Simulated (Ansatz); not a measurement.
A nudged elastic band was laid between two geometries of a periodic cell of 13 atoms, LiTi12 (host Ti, host structure hcp, interstitial Li).

All numbers below come from DFT PBE, scalar-relativistic, plane waves, PAW (Ansatz 0.2.0). Settings: cutoff 420 eV, k mesh 4x3x5, gaussian smearing 0.05 eV, no spin polarisation.

```yaml
movable_images: 5
climbing_image: yes
spring: 1.0 eV/Å²
optimiser: lbfgs
start_path: straight line
force_threshold: 0.03 eV/Å
iteration_limit: 61
end_points: relaxed
```

First end point:

```xyz
13
Lattice="5.9000 0.0000 0.0000 -4.4250 7.6643 0.0000 0.0000 0.0000 4.6846" Properties=species:S:1:pos:R:3
Ti 0.025 -0.005 -0.095
Ti 0.011 1.429 2.217
Ti -1.632 2.402 0.292
Ti -1.656 4.412 2.050
Ti -2.943 5.061 -0.316
Ti -2.976 6.802 2.180
Ti 2.970 0.014 0.164
Ti 2.939 1.755 2.654
Ti 1.643 2.407 0.288
Ti 1.633 4.416 2.046
Ti -0.016 5.387 0.136
Ti -0.032 6.817 2.450
Li -0.004 3.418 3.501
```

Last end point:

```xyz
13
Lattice="5.9000 0.0000 0.0000 -4.4250 7.6643 0.0000 0.0000 0.0000 4.6846" Properties=species:S:1:pos:R:3
Ti 0.028 -0.007 0.097
Ti 0.022 1.442 2.469
Ti -1.629 2.387 -0.285
Ti -1.649 4.406 2.641
Ti -2.941 5.053 0.322
Ti -2.981 6.793 2.514
Ti 2.970 0.012 -0.171
Ti 2.941 1.756 2.036
Ti 1.652 2.398 -0.280
Ti 1.624 4.410 2.644
Ti -0.018 5.402 -0.139
Ti -0.034 6.825 2.232
Li -0.006 3.431 1.141
```

Problem. Which bonds break or form, and what moves?

Solution. The atom that moves furthest is Li13, by 2.36 Å; four of its nearest neighbours are Ti2 2.37, Ti11 2.37, Ti10 2.41, Ti4 2.41 Å at the first end and Ti11 2.35, Ti2 2.39, Ti3 2.40, Ti9 2.42 Å at the last.

Problem. Give the energies along the band, and the barrier.

Solution. The forces met the threshold. The highest image is number 3 of 0 to 6, 0.43 eV above the ends, which have the same energy within 2 meV. By the program's own check the climbing image is of a kind that is not told: the force calls were inconclusive, a negative curvature could not be distinguished from the path's own, the only one lies far off the path, or fixed occupations may fill a level only in part (lowest curvatures found: -2.76 and -0.08 eV/Å²). Limits of this set-up: coarse k mesh, a small cell, in which the defect meets its images, a typed lattice constant that wasn't relaxed here.

```csv
image,path coordinate (Å),energy (eV)
0,0.00,0.00
1,0.54,0.02
2,1.07,0.20
3,1.58,0.43
4,2.13,0.18
5,2.68,0.01
6,3.23,0.00
```

Problem. What is the geometry of the highest image?

Solution. 
```xyz
13
Lattice="5.9000 0.0000 0.0000 -4.4250 7.6643 0.0000 0.0000 0.0000 4.6846" Properties=species:S:1:pos:R:3
Ti -0.043 -0.169 -0.001
Ti -0.046 1.266 2.341
Ti -1.457 2.568 0.001
Ti -1.775 4.488 2.342
Ti -2.906 5.205 0.000
Ti -2.890 6.931 2.341
Ti 2.998 0.069 -0.001
Ti 2.978 1.774 2.342
Ti 1.496 2.511 0.000
Ti 1.705 4.562 2.343
Ti -0.051 5.057 0.000
Ti -0.039 6.714 2.341
Li 0.002 3.335 2.345
```

Run time: 12 min on 4 threads of Intel(R) Xeon(R) Gold 6455B (Sapphire Rapids), with other jobs on the host, peak memory 2.7 GiB.
